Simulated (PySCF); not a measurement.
# C3H8BF: the cost of one run

The runs use PySCF 2.14.0, with density-fitted response routines of our own; the level of theory stands in each step. All values are computed, except where a source is named. Atoms count from 0, in the outputs and in this text.

### Step 1. The molecule as given

13 atoms, charge 0, multiplicity 1; geometry from: GFN2-xTB. The atoms were then displaced at random by about 0.01 Å, so the start is not that level's minimum.

Bonds of the start (Å): B0–C1 1.56, C1–C2 1.55, C2–C3 1.50, C3–F4 1.38, B0–H5 1.15, B0–H6 1.19, C1–H7 1.09, C1–H8 1.08, C2–H9 1.07, C2–H10 1.09, C3–H11 1.12, C3–H12 1.08.

### Step 2. Optimising the geometry at PBE0-D3(BJ)/def2-SVP

The job: settings as JSON, then the geometry in Å.

```
{"job": {"xc": "PBE0", "basis": "def2-SVP", "d3": "d3bj", "grid": 1, "shake": 0.01, "kind": "geom"}, "charge": 0, "multiplicity": 1}
B      1.729490     0.682520    -0.057130
C      0.832330    -0.588740     0.103950
C     -0.588440    -0.569140    -0.512830
C     -1.454230     0.388650     0.241020
F     -1.694650    -0.065150     1.521460
H      2.741910     0.767990     0.473720
H      1.371100     1.596700    -0.735240
H      0.764190    -0.841430     1.159840
H      1.397960    -1.411230    -0.313410
H     -0.528960    -0.250660    -1.536440
H     -1.017890    -1.569140    -0.459600
H     -2.471330     0.447540    -0.214020
H     -1.075670     1.395200     0.318350
```

On the command line:

```sh
OMP_NUM_THREADS=1 python probes_run.py task.json out
```

One launch serves the whole session: the jobs run in the order shown.

**Question.** How long does this first job take on 1 thread of Arm Neoverse V2, shared host, and how much memory does it need?

About 25 s, with a peak of 0.45 GiB.
